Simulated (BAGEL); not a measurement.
**BFH4O2Si (SMILES OB(F)O[SiH3]) at HF/STO-3G (density fitting with qzvpp-jkfit)**

We compute a single-point energy of BFH4O2Si. 

The results are computed with BAGEL 1.2.2.

## Step 1: The system as given

The species is BFH4O2Si (9 atoms), typed as a singlet with charge 0. As SMILES, `OB(F)O[SiH3]`. The start is not the relaxed shape. At this shape the atoms don't form one bonded unit as the SMILES string has it.

Bond lengths: O1–B2 1.359 Å, B2–F3 1.334 Å, B2–O4 1.348 Å, O4–Si5 1.655 Å, O1–H6 0.960 Å, Si5–H7 1.480 Å, Si5–H9 1.484 Å. Angles: O1–B2–F3 120.0°, O1–B2–O4 121.1°, F3–B2–O4 118.9°, B2–O4–Si5 131.9°, B2–O1–H6 113.4°, O4–Si5–H7 106.4°, O4–Si5–H9 110.2°, H7–Si5–H9 110.1°. A long contact: Si5–H8 2.225 Å.

## Step 2: A single-point energy at HF/STO-3G (density fitting with qzvpp-jkfit)

File input.json:

```json
{ "bagel" : [

{
  "title" : "molecule",
  "basis" : "sto-3g",
  "df_basis" : "qzvpp-jkfit",
  "angstrom" : true,
  "geometry" : [
    { "atom" : "O", "xyz" : [   -1.224272,    0.713041,    1.005366 ] },
    { "atom" : "B", "xyz" : [   -0.005572,    1.313441,    0.964066 ] },
    { "atom" : "F", "xyz" : [    0.112528,    2.607141,    1.269266 ] },
    { "atom" : "O", "xyz" : [    1.098728,    0.623241,    0.617566 ] },
    { "atom" : "Si", "xyz" : [    1.324028,   -0.958559,    0.186366 ] },
    { "atom" : "H", "xyz" : [   -1.932672,    1.306241,    1.265466 ] },
    { "atom" : "H", "xyz" : [    2.771728,   -1.117559,   -0.079534 ] },
    { "atom" : "H", "xyz" : [    0.154500,   -1.427600,   -1.647800 ] },
    { "atom" : "H", "xyz" : [    0.908028,   -1.854659,    1.293166 ] }
  ]
},
{
  "title" : "hf"
},
{
  "title" : "print",
  "file" : "orbitals.molden",
  "orbitals" : true
}

]}
```

Command:

```
$ BAGEL_NUM_THREADS=1 BAGEL input.json > input.out
```

Q: Predict the results. Wanted: total energy; dipole moment; HOMO energy; LUMO energy; HOMO–LUMO gap.

**Answer.** As computed:

At HF/STO-3G (density fitting with qzvpp-jkfit):

| quantity | value |
| --- | --- |
| total energy | -558.07126 Eh |
| dipole moment | 0.86 D |
| HOMO energy | -7.32 eV |
| LUMO energy | 6.14 eV |
| HOMO–LUMO gap | 13.46 eV |

**Reading.** One bond is far stretched, which a spin-restricted single reference describes badly; a broken-symmetry solution may lie lower.
